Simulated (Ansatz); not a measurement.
**CH₄AlClSi: up Jacob's ladder to CCSD(T)**

One table from this session's results is given with a row withheld; the runs are named, their logs left out.

Program: Ansatz 0.2.0, Gaussian basis. Level of theory: functionals in def2-TZVPP, the program's frozen cores in correlated methods. These are calculated values, not measurements.

Plan: LDA (SPW92), PBE-D4, revPBE-D4, BLYP-D4, r2SCAN-D4, B97M-V, PBE0-D4, B3LYP-D4, r2SCANh-D4, r2SCAN0-D4, HSE06-D4, BHLYP-D4, CAM-B3LYP-D4, LC-ωPBE, ωB97X-V, ωB97M-V, B2PLYP, PBE-QIDH; CCSD(T)/def2-SVP; CCSD(T)/def2-TZVPP; MP2/def2-QZVPP; extrapolation to the limit; RPA on PBE.

### Structure used throughout

All runs share one geometry, relaxed beforehand with PBE0-D4 in a triple-zeta def2 set.

SMILES `Cl[SiH]1[CH2][AlH]1`, 8 atoms, charge 0, spin multiplicity 1.

Atoms are counted from 1 here; the program's logs count them from 0.

Bond lengths: Cl1–Si2 2.074 Å, Si2–C3 1.898 Å, Si2–Al4 2.329 Å, Si2–H5 1.487 Å, C3–Al4 1.953 Å, C3–H6 1.089 Å, C3–H7 1.105 Å, Al4–H8 1.580 Å. Angles: Cl1–Si2–C3 110.6°, Cl1–Si2–Al4 112.6°, Cl1–Si2–H5 106.7°, C3–Si2–Al4 53.9°, C3–Si2–H5 119.1°, Al4–Si2–H5 139.7°, Si2–C3–Al4 74.4°, Si2–C3–H6 124.0°, Si2–C3–H7 105.8°, Al4–C3–H6 133.7°, Al4–C3–H7 104.0°, H6–C3–H7 109.1°, Si2–Al4–C3 51.7°, Si2–Al4–H8 164.4°, C3–Al4–H8 142.9°.

The first run:

Input file in.yaml:

```yaml
crystal:
  periodic: [false, false, false]
  atoms:
    - {symbol: Cl, position_ang: [-2.210792, 1.449476, -0.315100]}
    - {symbol: Si, position_ang: [-0.438519, 0.536874, -0.889161]}
    - {symbol: C, position_ang: [0.660298, 0.205278, 0.622046]}
    - {symbol: Al, position_ang: [-0.117119, -1.523048, 0.148583]}
    - {symbol: H, position_ang: [0.107916, 1.334745, -2.019034]}
    - {symbol: H, position_ang: [0.650568, 0.811399, 1.526614]}
    - {symbol: H, position_ang: [1.693654, 0.148388, 0.235271]}
    - {symbol: H, position_ang: [-0.253807, -3.020110, 0.635182]}
basis:
  gaussian: {orbitals: def2-TZVPP}
hamiltonian: {xc: lda}
output: {orbitals: {seedname: orbitals}}
```

The run is started by

```
$ ansatz run in.yaml --threads 2 --pin off --events-out ev --progress --plain --max-ram 4352MiB
```

Steps of the session up to this table: LDA; PBE-D4 (GGA); revPBE-D4 (GGA); BLYP-D4 (GGA); r2SCAN-D4 (meta-GGA); B97M-V (meta-GGA); B3LYP-D4 (hybrid); r2SCANh-D4 (hybrid); r2SCAN0-D4 (hybrid); HSE06-D4 (hybrid); BHLYP-D4 (hybrid); CAM-B3LYP-D4 (range-separated); LC-ωPBE (range-separated); ωB97X-V (range-separated); ωB97M-V (range-separated); B2PLYP (double hybrid); PBE-QIDH (double hybrid).

One of the session's tables, all rows but one given; the rest of the session is left out.

It belongs to the step «Orbital energies across the functionals». 

| functional | HOMO (eV) | LUMO (eV) | gap (eV) |
| --- | --- | --- | --- |
| LDA (SPW92) | -5.33 | -3.03 | 2.30 |
| PBE-D4 | -5.23 | -2.80 | 2.43 |
| revPBE-D4 | -5.19 | -2.70 | 2.49 |
| BLYP-D4 | -5.09 | -2.64 | 2.45 |
| r2SCAN-D4 | -5.42 | -2.56 | 2.86 |
| B97M-V | -5.44 | -2.69 | 2.75 |
| PBE0-D4 | -6.21 | -2.04 | 4.18 |
| B3LYP-D4 | -6.04 | -2.20 | 3.84 |
| r2SCANh-D4 | -5.78 | -2.30 | 3.48 |
| r2SCAN0-D4 | -6.33 | -1.91 | 4.42 |
| HSE06-D4 | -5.82 | -2.41 | 3.42 |
| BHLYP-D4 | ? | ? | ? |
| CAM-B3LYP-D4 | -7.42 | -1.04 | 6.38 |
| LC-ωPBE | -8.65 | 0.01 | 8.66 |
| ωB97X-V | -8.36 | -0.09 | 8.27 |
| ωB97M-V | -8.15 | -0.35 | 7.80 |

Q: Estimate the row for BHLYP-D4 from the others.

Worked estimate for «HOMO (eV)». Against the share of exact exchange, BLYP-D4 (0, -5.09), B3LYP-D4 (0.2, -6.04) give a slope of -4.75 per unit share; at 0.5 the line stands at -7.46.

The run gave: HOMO (eV): -7.09; LUMO (eV): -1.20; gap (eV): 5.90. In «HOMO (eV)» the line misses by -0.37.
